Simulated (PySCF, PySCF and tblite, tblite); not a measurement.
# C₃H₈B₂F₃N: a path driven as rotation about a bond, and NMR exchange

How fast is rotation about a bond in C₃H₈B₂F₃N (`BNBCCC(F)(F)F`), and when do the exchanging lines merge?

Programs: PySCF 2.14.0 with density-fitted response routines of our own, and tblite 0.8.0. All values are computed, except where a source is named. Atoms count from 0 throughout.

## (1) The starting structure

17 atoms, charge 0, multiplicity 1; geometry from: force field or distance geometry start.

Bonds of the start (Å): B0–H10 1.18, B0–H9 1.17, B0–N1 1.53, B2–C3 1.61, B2–H12 1.19, C3–C4 1.55, C3–H13 1.10, C3–H14 1.11, C4–C5 1.54, C4–H15 1.11, C4–H16 1.11, C5–F6 1.38, C5–F7 1.39, C5–F8 1.38, N1–B2 1.52, N1–H11 1.05.

## (2) GFN2-xTB relaxation, start minimum

The job: settings as JSON, then the geometry in Å.

```
{"job": {"xc": "GFN2-xTB", "basis": "xTB", "kind": "relax"}, "charge": 0, "multiplicity": 1}
B      3.291800    -0.410700    -0.700800
N      1.860100    -0.958800    -0.729200
B      1.098000    -0.298700     0.411400
C     -0.246000     0.523800     0.078900
C     -1.455700    -0.123900     0.789200
C     -2.754000     0.639400     0.485400
F     -3.004900     0.646500    -0.875500
F     -2.643700     1.949500     0.942300
F     -3.796300     0.019400     1.139900
H      4.181000    -1.087900    -0.344300
H      3.481400     0.718000    -0.995000
H      1.919000    -1.982200    -0.480200
H      1.436700    -0.415600     1.541600
H     -0.396400     0.527500    -1.015200
H     -0.112300     1.569300     0.442000
H     -1.575800    -1.171700     0.447300
H     -1.289900    -0.131800     1.885700
```

The run is started by

```console
OMP_NUM_THREADS=1 python ens_run.py task.json out
```

One launch serves the whole session.

Output:

```text
step      E/eV     max force
  0    -819.00494    3.178
  1    -819.35165    2.141
  2    -819.56482    1.462
  3    -819.60746    0.561
  4    -819.64574    0.637
  5    -819.67159    0.711
  6    -819.74236    0.803
  7    -819.80746    0.781
  8    -819.85335    0.638
  9    -819.90080    0.710
 10    -819.94820    0.672
 11    -820.00059    0.658
 12    -820.05479    0.584
 13    -820.09792    0.407
 14    -820.12579    0.365
 15    -820.14678    0.380
 16    -820.16524    0.374
 17    -820.17986    0.311
 18    -820.19646    0.400
 19    -820.21650    0.576
 20    -820.24086    0.538
 21    -820.26967    0.363
 22    -820.28491    0.250
 23    -820.29852    0.263
 24    -820.31471    0.324
 25    -820.32883    0.336
 26    -820.34106    0.291
 27    -820.35206    0.268
 28    -820.36539    0.364
 29    -820.38147    0.478
 30    -820.40614    0.402
 31    -820.42442    0.379
 32    -820.44604    0.394
 33    -820.46853    0.470
 34    -820.49317    0.498
 35    -820.51907    0.498
 36    -820.54851    0.557
 37    -820.57666    0.482
 38    -820.60395    0.533
 39    -820.61467    0.753
 40    -820.65170    0.586
 41    -820.67104    0.504
 42    -820.70022    0.653
 43    -820.71188    0.349
 44    -820.71914    0.259
 45    -820.72734    0.221
 46    -820.73270    0.238
 47    -820.73648    0.197
 48    -820.73790    0.119
 49    -820.73968    0.097
 50    -820.74163    0.079
 51    -820.74262    0.069
 52    -820.74313    0.059
 53    -820.74362    0.061
 54    -820.74405    0.054
 55    -820.74438    0.040
 56    -820.74461    0.038
 57    -820.74478    0.031
 58    -820.74493    0.032
 59    -820.74508    0.037
 60    -820.74528    0.047
 61    -820.74554    0.050
 62    -820.74583    0.041
 63    -820.74608    0.029
 64    -820.74625    0.031
 65    -820.74639    0.032
 66    -820.74657    0.041
 67    -820.74684    0.047
 68    -820.74722    0.045
 69    -820.74766    0.044
 70    -820.74802    0.043
 71    -820.74827    0.039
 72    -820.74847    0.028
 73    -820.74863    0.029
 74    -820.74877    0.023
 75    -820.74890    0.032
 76    -820.74905    0.030
 77    -820.74920    0.030
 78    -820.74931    0.024
 79    -820.74939    0.020
 80    -820.74946    0.020
 81    -820.74955    0.021
 82    -820.74965    0.023
 83    -820.74972    0.019
 84    -820.74977    0.019
 85    -820.74982    0.017
 86    -820.74990    0.026
 87    -820.75003    0.037
 88    -820.75021    0.043
 89    -820.75040    0.041
 90    -820.75058    0.040
 91    -820.75077    0.040
 92    -820.75098    0.038
 93    -820.75116    0.027
 94    -820.75128    0.023
 95    -820.75138    0.022
 96    -820.75148    0.029
 97    -820.75161    0.032
 98    -820.75174    0.026
 99    -820.75186    0.025
100    -820.75198    0.026
101    -820.75213    0.026
102    -820.75228    0.029
103    -820.75245    0.027
104    -820.75262    0.034
105    -820.75279    0.032
106    -820.75295    0.036
107    -820.75307    0.025
108    -820.75313    0.017
109    -820.75317    0.015
110    -820.75321    0.022
111    -820.75327    0.031
112    -820.75333    0.029
113    -820.75338    0.017
114    -820.75341    0.014
115    -820.75345    0.015
116    -820.75349    0.021
117    -820.75354    0.022
118    -820.75357    0.014
119    -820.75359    0.014
120    -820.75362    0.015
121    -820.75365    0.017
122    -820.75370    0.021
123    -820.75376    0.023
124    -820.75381    0.019
125    -820.75387    0.018
126    -820.75392    0.021
127    -820.75399    0.023
128    -820.75407    0.021
129    -820.75416    0.020
130    -820.75423    0.020
131    -820.75431    0.019
132    -820.75440    0.022
133    -820.75451    0.022
134    -820.75464    0.023
135    -820.75478    0.024
136    -820.75491    0.023
137    -820.75503    0.032
138    -820.75512    0.034
139    -820.75524    0.025
140    -820.75534    0.020
141    -820.75541    0.017
142    -820.75547    0.017
143    -820.75555    0.021
144    -820.75562    0.022
145    -820.75567    0.020
146    -820.75571    0.013
147    -820.75574    0.013
148    -820.75577    0.015
149    -820.75580    0.013
150    -820.75581    0.010
151    -820.75583    0.013
152    -820.75586    0.017
153    -820.75590    0.019
154    -820.75594    0.016
155    -820.75597    0.014
156    -820.75600    0.017
157    -820.75605    0.023
158    -820.75611    0.026
159    -820.75618    0.023
160    -820.75624    0.019
161    -820.75630    0.021
162    -820.75637    0.020
163    -820.75645    0.022
164    -820.75652    0.025
165    -820.75659    0.029
166    -820.75665    0.024
167    -820.75671    0.020
168    -820.75675    0.017
169    -820.75677    0.011
170    -820.75678    0.008
171    -820.75679    0.007
172    -820.75680    0.007
173    -820.75681    0.007
174    -820.75682    0.006
175    -820.75682    0.005
176    -820.75683    0.004
177    -820.75683    0.004
178    -820.75683    0.003
179    -820.75683    0.003
180    -820.75684    0.002
```

Wall time 1.6 s (1 thread of Intel Xeon at 2.80GHz, shared host).

Gain 1.752 eV; displacement 0.83 Å root mean square.

## (3) Relaxed scan, rotation

The job: settings as JSON, then the geometry in Å.

```
{"job": {"xc": "GFN2-xTB", "basis": "xTB", "coordinate": [["t", [9, 0, 1, 2], 0.25], ["t", [9, 0, 1, 11], 0.25], ["t", [10, 0, 1, 2], 0.25], ["t", [10, 0, 1, 11], 0.25]], "kind": "drive"}, "charge": 0, "multiplicity": 1}
B      2.852879    -0.027725    -0.885536
N      2.308566    -0.861588     0.114026
B      1.005835    -0.910034     0.657094
C     -0.130103     0.076904     0.153036
C     -1.481682    -0.109372     0.848910
C     -2.511225     0.864774     0.318302
F     -2.731856     0.720582    -0.998426
F     -2.156383     2.146628     0.503354
F     -3.708047     0.717512     0.916593
H      3.977226    -0.163109    -1.184345
H      2.182123     0.779164    -1.396910
H      2.955051    -1.533605     0.506489
H      0.780443    -1.701666     1.495163
H     -0.274485    -0.044384    -0.922994
H      0.191021     1.111912     0.290929
H     -1.870866    -1.115310     0.685011
H     -1.395494     0.061347     1.923015
```

Output:

```text
point  coordinate     E/eV
  0     14.500     -820.72924
  1     29.100     -820.65670
  2     43.800     -820.53994
  3     58.700     -820.39918
  4     74.000     -820.26613
  5     89.900     -820.20096
  6    105.900     -820.26235
  7    121.200     -820.39552
  8    136.200     -820.53785
  9    150.800     -820.65175
 10    165.400     -820.72817
 11    179.900     -820.75098
```

Wall time 3.5 s (1 thread of Intel Xeon at 2.80GHz, shared host).

The highest point is number 5, 12.2 kcal/mol above the first.

## (4) Nudged elastic band, leg 1

The job, as its differences from that of step 3:

```diff
@@ -1,2 +1,2 @@
-{"job": {"xc": "GFN2-xTB", "basis": "xTB", "coordinate": [["t", [9, 0, 1, 2], 0.25], ["t", [9, 0, 1, 11], 0.25], ["t", [10, 0, 1, 2], 0.25], ["t", [10, 0, 1, 11], 0.25]], "kind": "drive"}, "charge": 0, "multiplicity": 1}
+{"job": {"xc": "GFN2-xTB", "basis": "xTB", "kind": "neb"}, "charge": 0, "multiplicity": 1}
 B      2.852879    -0.027725    -0.885536
```

Output:

```text
image   E - E0 / eV
  0       0.0000
  1       0.0899
  2       0.3703
  3       0.5580
  4       0.2237
  5       0.0358
  6       0.0000
```

Run time: 3.4 s. Hardware: 1 thread of Intel Xeon at 2.80GHz, shared host; peak memory 0.2 GiB.

The highest point is number 3, 12.9 kcal/mol above the first.

## (5) Saddle search, leg 1

The job: settings as JSON, then the geometry in Å.

```
{"job": {"xc": "GFN2-xTB", "basis": "xTB", "kind": "saddle"}, "charge": 0, "multiplicity": 1}
B      2.836700     0.048104    -1.021739
N      2.298131    -0.762587     0.048087
B      1.016077    -0.917970     0.541535
C     -0.147475    -0.020583    -0.083394
C     -1.493657    -0.150798     0.632963
C     -2.506669     0.833964     0.093108
F     -2.739962     0.680158    -1.220486
F     -2.125227     2.111539     0.260247
F     -3.703665     0.720639     0.700090
H      2.875241    -0.381919    -2.113074
H      3.261183     1.116055    -0.785526
H      3.033085    -1.277621     0.514638
H      0.813866    -1.669752     1.419310
H     -0.287404    -0.257423    -1.141195
H      0.161989     1.027944    -0.053065
H     -1.908521    -1.152089     0.509123
H     -1.383693     0.052340     1.699377
```

Output:

```text
step      E/eV     max force
  0    -820.19882   0.0479
  1    -820.20285   0.1178
  2    -820.20072   0.0274
  3    -820.20271   0.0496
  4    -820.20364   0.0291
  5    -820.20392   0.0685
  6    -820.20412   0.0088
  7    -820.20428   0.0116
  8    -820.20429   0.0041
lowest wavenumbers (cm-1): -578.6 -4.1 68.2 76.5 83.8 160.9
```

Run time: 4.5 s. Hardware: 1 thread of Intel Xeon at 2.80GHz, shared host; peak memory 0.2 GiB.

Point group Cs; 1 imaginary mode, 579i cm⁻¹, carried by H10, H9, H11. Steps downhill from it reached both ends.

## (6) Saddle search, other pyramid

The job: settings as JSON, then the geometry in Å.

```
{"job": {"xc": "GFN2-xTB", "basis": "xTB", "kind": "saddle"}, "charge": 0, "multiplicity": 1}
B      2.818266     0.035349    -1.039737
N      2.291542    -0.798308     0.018767
B      2.882248    -1.761477     0.815462
C      4.431845    -2.071830     0.589216
C      5.008012    -3.150549     1.509198
C      6.476385    -3.384877     1.231805
F      7.223147    -2.283632     1.416319
F      6.709799    -3.790607    -0.027308
F      7.004422    -4.331048     2.031723
H      2.800611    -0.351805    -2.147334
H      3.287146     1.078843    -0.778493
H      1.309408    -0.612204     0.173198
H      2.247892    -2.322460     1.627206
H      5.010229    -1.153581     0.723048
H      4.594688    -2.374772    -0.448729
H      4.916504    -2.858945     2.556508
H      4.493157    -4.101503     1.364668
```

Output:

```text
step      E/eV     max force
  0    -820.20249   0.1667
  1    -820.20428   0.0078
  2    -820.20429   0.0000
lowest wavenumbers (cm-1): -578.5 1.1 68.3 76.6 83.6 161.0
```

Wall time 3.6 s (1 thread of Intel Xeon at 2.80GHz, shared host); peak memory 0.2 GiB.

Point group Cs; 1 imaginary mode, 578i cm⁻¹, carried by H10, H9, H11. Steps downhill from it reached both ends.

## (7) Shieldings, start: PBE0/pcSseg-1

The job: settings as JSON, then the geometry in Å.

```
{"job": {"kind": "nmr", "xc": "PBE0", "basis": "pcSseg-1", "pop": false}, "charge": 0, "multiplicity": 1}
B      2.852879    -0.027725    -0.885536
N      2.308566    -0.861588     0.114026
B      1.005835    -0.910034     0.657094
C     -0.130103     0.076904     0.153036
C     -1.481682    -0.109372     0.848910
C     -2.511225     0.864774     0.318302
F     -2.731856     0.720582    -0.998426
F     -2.156383     2.146628     0.503354
F     -3.708047     0.717512     0.916593
H      3.977226    -0.163109    -1.184345
H      2.182123     0.779164    -1.396910
H      2.955051    -1.533605     0.506489
H      0.780443    -1.701666     1.495163
H     -0.274485    -0.044384    -0.922994
H      0.191021     1.111912     0.290929
H     -1.870866    -1.115310     0.685011
H     -1.395494     0.061347     1.923015
```

Output:

```text
coarse grid: 14712 points
cycle   1  E = -522.3692048510  dE =  1.096e+00  |g| = 9.177e-01  |ddm| = 3.474e+00
cycle   2  E = -522.2471555975  dE =  1.220e-01  |g| = 1.311e+00  |ddm| = 1.114e+00
cycle   3  E = -522.5189160223  dE = -2.718e-01  |g| = 6.914e-02  |ddm| = 6.503e-01
cycle   4  E = -522.5196873457  dE = -7.713e-04  |g| = 3.906e-02  |ddm| = 8.157e-02
cycle   5  E = -522.5200318230  dE = -3.445e-04  |g| = 5.842e-03  |ddm| = 3.266e-02
cycle   6  E = -522.5200392394  dE = -7.416e-06  |g| = 1.928e-03  |ddm| = 5.674e-03
final grid: 144824 points
cycle   7  E = -522.5882430540  dE = -6.485e-05  |g| = 8.040e-03  |ddm| = 2.716e-02
cycle   8  E = -522.5882364463  dE =  6.608e-06  |g| = 1.027e-02  |ddm| = 1.380e-02
cycle   9  E = -522.5882578806  dE = -2.143e-05  |g| = 8.256e-04  |ddm| = 7.037e-03
cycle  10  E = -522.5882579968  dE = -1.162e-07  |g| = 2.809e-04  |ddm| = 7.160e-04
cycle  11  E = -522.5882580102  dE = -1.345e-08  |g| = 7.034e-05  |ddm| = 2.117e-04
cycle  12  E = -522.5882580114  dE = -1.151e-09  |g| = 1.628e-05  |ddm| = 6.197e-05
cycle  13  E = -522.5882580114  dE = -4.638e-11  |g| = 6.376e-06  |ddm| = 1.204e-05
converged SCF energy = -522.5882580114

GIAO shielding tensors (ppm)
atom      isotropic    diamagn.    paramagn.     s11        s22        s33       span
  0 B       51.724     196.759    -145.036      5.220     26.357    123.593    118.373
  1 N       79.210     318.914    -239.704    -89.137     82.129    244.636    333.773
  2 B       45.237     194.997    -149.761     -9.354     37.576    107.488    116.842
  3 C      171.332     256.502     -85.170    163.065    175.041    175.891     12.827
  4 C      150.653     249.578     -98.926    131.234    146.898    173.825     42.591
  5 C       49.828     243.496    -193.668     44.007     47.691     57.787     13.781
  6 F      264.182     475.427    -211.245    172.235    270.919    349.393    177.158
  7 F      264.185     474.826    -210.640    172.221    270.870    349.464    177.243
  8 F      250.905     467.714    -216.810    158.968    249.131    344.615    185.647
  9 H       26.196      29.073      -2.877     24.952     26.699     26.938      1.986
 10 H       26.035      32.339      -6.304     22.602     25.840     29.662      7.060
 11 H       24.048      27.781      -3.733     20.573     24.549     27.021      6.448
 12 H       25.952      30.966      -5.014     22.794     25.126     29.936      7.142
 13 H       30.186      35.024      -4.837     24.273     31.419     34.866     10.593
 14 H       30.184      34.726      -4.542     24.265     31.425     34.862     10.597
 15 H       29.461      30.455      -0.993     25.255     28.877     34.252      8.997
 16 H       29.462      30.146      -0.684     25.256     28.879     34.252      8.996
```

It took 35 s on 1 thread of Intel Xeon at 2.80GHz, shared host; peak memory 0.86 GiB.

This run: HOMO -9.09 eV, LUMO -1.54 eV; dipole 3.40 D.

## (8) Shieldings, saddle of leg 1: PBE0/pcSseg-1

The job: settings as JSON, then the geometry in Å.

```
{"job": {"kind": "nmr", "xc": "PBE0", "basis": "pcSseg-1", "pop": false}, "charge": 0, "multiplicity": 1}
B      2.818266     0.035349    -1.039737
N      2.291542    -0.798308     0.018767
B      1.028798    -0.898790     0.572600
C     -0.119644     0.046481    -0.007316
C     -1.485879    -0.125258     0.660423
C     -2.515477     0.803526     0.056056
F     -2.700451     0.591437    -1.257429
F     -2.186402     2.099520     0.184790
F     -3.726753     0.668321     0.629174
H      2.800611    -0.351805    -2.147334
H      3.287146     1.078843    -0.778493
H      3.009098    -1.403168     0.396035
H      0.827066    -1.661103     1.441059
H     -0.230666    -0.132066    -1.080356
H      0.186587     1.091834     0.087981
H     -1.854277    -1.144767     0.537343
H     -1.429564     0.099952     1.726438
```

Output:

```text
coarse grid: 14712 points
cycle   1  E = -522.3308291410  dE =  1.115e+00  |g| = 9.340e-01  |ddm| = 3.478e+00
cycle   2  E = -522.2037377328  dE =  1.271e-01  |g| = 1.330e+00  |ddm| = 1.185e+00
cycle   3  E = -522.4868983675  dE = -2.832e-01  |g| = 7.019e-02  |ddm| = 6.983e-01
cycle   4  E = -522.4876436621  dE = -7.453e-04  |g| = 4.183e-02  |ddm| = 8.577e-02
cycle   5  E = -522.4880499135  dE = -4.063e-04  |g| = 5.903e-03  |ddm| = 3.642e-02
cycle   6  E = -522.4880563723  dE = -6.459e-06  |g| = 2.578e-03  |ddm| = 5.458e-03
final grid: 144824 points
cycle   7  E = -522.5560312771  dE = -6.426e-05  |g| = 7.569e-03  |ddm| = 2.665e-02
cycle   8  E = -522.5560258520  dE =  5.425e-06  |g| = 9.528e-03  |ddm| = 1.392e-02
cycle   9  E = -522.5560448475  dE = -1.900e-05  |g| = 7.803e-04  |ddm| = 6.968e-03
cycle  10  E = -522.5560449460  dE = -9.843e-08  |g| = 2.893e-04  |ddm| = 7.341e-04
cycle  11  E = -522.5560449594  dE = -1.341e-08  |g| = 7.168e-05  |ddm| = 2.076e-04
cycle  12  E = -522.5560449604  dE = -1.078e-09  |g| = 1.487e-05  |ddm| = 5.229e-05
cycle  13  E = -522.5560449605  dE = -3.456e-11  |g| = 6.565e-06  |ddm| = 1.415e-05
converged SCF energy = -522.5560449605

GIAO shielding tensors (ppm)
atom      isotropic    diamagn.    paramagn.     s11        s22        s33       span
  0 B       17.643     192.293    -174.650    -51.668    -10.149    114.746    166.414
  1 N      105.559     320.654    -215.096      6.918    143.745    166.013    159.095
  2 B       62.444     195.328    -132.885     27.242     45.512    114.578     87.336
  3 C      170.818     256.830     -86.012    164.783    164.824    182.847     18.064
  4 C      150.407     248.922     -98.515    129.900    146.894    174.428     44.528
  5 C       49.768     243.842    -194.073     43.890     47.270     58.145     14.255
  6 F      264.044     475.138    -211.094    172.132    270.404    349.596    177.465
  7 F      264.030     475.138    -211.108    172.106    270.348    349.635    177.529
  8 F      251.208     468.038    -216.830    158.728    249.767    345.129    186.402
  9 H       24.272      29.685      -5.414     20.188     25.220     27.408      7.220
 10 H       24.271      29.686      -5.415     20.187     25.220     27.407      7.221
 11 H       27.317      28.223      -0.906     22.882     24.468     34.599     11.717
 12 H       26.735      30.986      -4.251     25.129     25.797     29.279      4.150
 13 H       30.826      35.183      -4.357     25.423     31.853     35.202      9.778
 14 H       30.828      35.191      -4.363     25.425     31.858     35.202      9.777
 15 H       29.485      30.343      -0.859     25.278     29.042     34.134      8.856
 16 H       29.485      30.345      -0.860     25.279     29.043     34.132      8.853
```

Wall time 46 s (1 thread of Intel Xeon at 2.80GHz, shared host); peak memory 0.87 GiB.

In short: HOMO -7.98 eV, LUMO -1.91 eV; dipole 3.91 D.

Orbitals, density, ELF and potential are computed afterwards from the orbital file.

Frontier orbitals at PBE0/pcSseg-1, with the share of their density that lies nearest to each atom:

```tsv
orbital	energy (eV)	lies on
HOMO	-7.98	N1 46 %; H9, H10 about 14 % each; B2 12 %
LUMO	-1.91	B0 52 %; H9, H10 about 15 % each; H11 7 %
```

ELF in a plane through or near 9 of the atoms.

Ten even steps from ' ' (0.00) to '@' (1.00):
```
                                                        
                                                        
                      ::::                              
                  ..**@@@@##..                          
                  ::@@@@@@@@==                          
            ==--  ..%%@@@@@@--                          
          ++@@@@**..==%%@@##..  --==--                  
          ##@@@@%%**==--::==....++**++    ----..        
          --%%@@**++##----%%****::..==....####==..      
            ::##**==**--@@++::%%++::@@++++****##::      
            ..++%%##--..++::==++**##%%::****%%##--      
          ....==**..    --****==  ..--..----**++::      
          ::==::        ..----::    ::--..  ....        
          ..==++==..                                    
            ......                                      
                                                        
                                                        
                                                        
                                                        
                                                        
```
The map spans 12.9 Å across and 9.6 Å up, centred on the molecule. Atoms in the plane (x, y in Å): B0 (-2.9, -0.8), N1 (-2.4, 0.5), B2 (-1.1, 1.0), C3 (0.1, 0.0), C4 (1.5, 0.6), C5 (2.6, -0.5), F8 (3.8, 0.0), H11 (-3.1, 1.2), H12 (-0.9, 2.2).

On the surface of density 0.002 e/bohr³ the electrostatic potential runs, from the 1st to the 99th percentile, from -0.81 V near F8 to 2.21 V near H11.

[end of part 1 of 2]
